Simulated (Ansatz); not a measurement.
This script makes a table of relaxed lattice constants and trends of a series on the perovskite structure: BaReO3, BaReS3, BaReSe3, BaReTe3 with Ansatz 0.2.0, Python API.

`bareo3.py`:
```python
"""A chemical series on the perovskite structure: relaxed cells and their trends."""

import warnings

import ansatz as az
import numpy as np
import pandas as pd


def perovskite(a_site, b_site, x_site, a):
    return (
        az.Lattice.cubic(a)
        .space_group(221)
        .atom(a_site, [0, 0, 0])
        .atom(b_site, [0.5, 0.5, 0.5])
        .atom(x_site, [0.5, 0.5, 0])
    )


def run_phase(name, crystal, relax=True):
    calc = (
        crystal.calculation()
        .functional("pbesol")
        .basis(31 * az.Ry)
        .kpoints(spacing=0.33)
        .occupations("fermi_dirac", width=0.1)
        .stress()
        .band_table()
    )
    if relax:
        calc = calc.relax(force_tolerance=0.01, max_steps=60, cell=True)
    return calc.run()

def bulk_modulus(name, outcome, step=0.02):
    # B = -V dP/dV from the pressures of two uniformly scaled cells, atoms held at their fractions
    pressure = []
    for factor in (1 - step, 1.0, 1 + step):
        cell = az.Crystal(lattice=az.Lattice.of(outcome.lattice.cell_ang * factor ** (1 / 3)))
        for site in outcome.report["lattice"]["sites"]:
            cell = cell.atom(site["symbol"], site["position_frac"])
        pressure.append(np.trace(run_phase(name, cell, relax=False).report["stress_gpa"]) / 3)
    slope, bend = (pressure[0] - pressure[2]) / (2 * step), abs(pressure[0] + pressure[2] - 2 * pressure[1])
    # a jump of mesh or basis between the cells shows as a kink: no modulus then
    return float(slope) if bend < 12 * step**2 * abs(slope) + 0.15 and abs(pressure[1]) < 1.5 else float("nan")


def volume_per_atom(outcome):
    return abs(np.linalg.det(outcome.lattice.cell_ang)) / len(outcome.lattice.sites)

# the lattice constants below are starting guesses
warnings.simplefilter("ignore", az.DeckWarning)

phases = {}
phases["BaReO3"] = perovskite("Ba", "Re", "O", 4.06)
phases["BaReS3"] = perovskite("Ba", "Re", "S", 4.41)
phases["BaReSe3"] = perovskite("Ba", "Re", "Se", 4.54)
phases["BaReTe3"] = perovskite("Ba", "Re", "Te", 4.69)

done = {}
for name, crystal in phases.items():
    try:
        done[name] = run_phase(name, crystal)
    except az.NonConvergedError as error:
        print(name, "did not converge:", str(error)[:120])

rows = [(name, float(np.linalg.norm(o.lattice.cell_ang[0])), volume_per_atom(o), bulk_modulus(name, o)) for name, o in done.items()]
print(pd.DataFrame(rows, columns=["compound", "a (A)", "V (A^3/atom)", "B (GPa)"]).round(4).to_string(index=False))
```

Rank the compounds by their relaxed volume per atom.

From smallest to largest: BaReO3 (12.75 Å³), BaReS3 (20.88 Å³), BaReSe3 (24.39 Å³) and BaReTe3 (30.40 Å³). The largest is 138 % above the smallest.

What the script printed:

```console
$ python bareo3.py
compound  a (A)  V (A^3/atom)  B (GPa)
  BaReO3 3.9945       12.7468 209.8120
  BaReS3 4.7084       20.8760 104.3449
 BaReSe3 4.9593       24.3944  82.1472
 BaReTe3 5.3368       30.3993  61.0823
```

Caveats:
- A cell here holds an odd number of electrons and is run without spin, so a magnetic state may lie lower.
- For the metals among these phases the mesh is modest: differences between phases can be off by up to 40 meV an atom.
- The bulk modulus is taken at fixed shape and positions, an upper value where these are free.
- Pressure is positive in compression.
- Spin-orbit coupling, which matters for elements this heavy, is left out.
- The cells are built on a prototype by substitution; a member may or may not take this structure in nature.
- Hardware and time: 2.2 min on 1 thread of Arm Neoverse V1, on a shared host, peak memory 0.58 GiB.
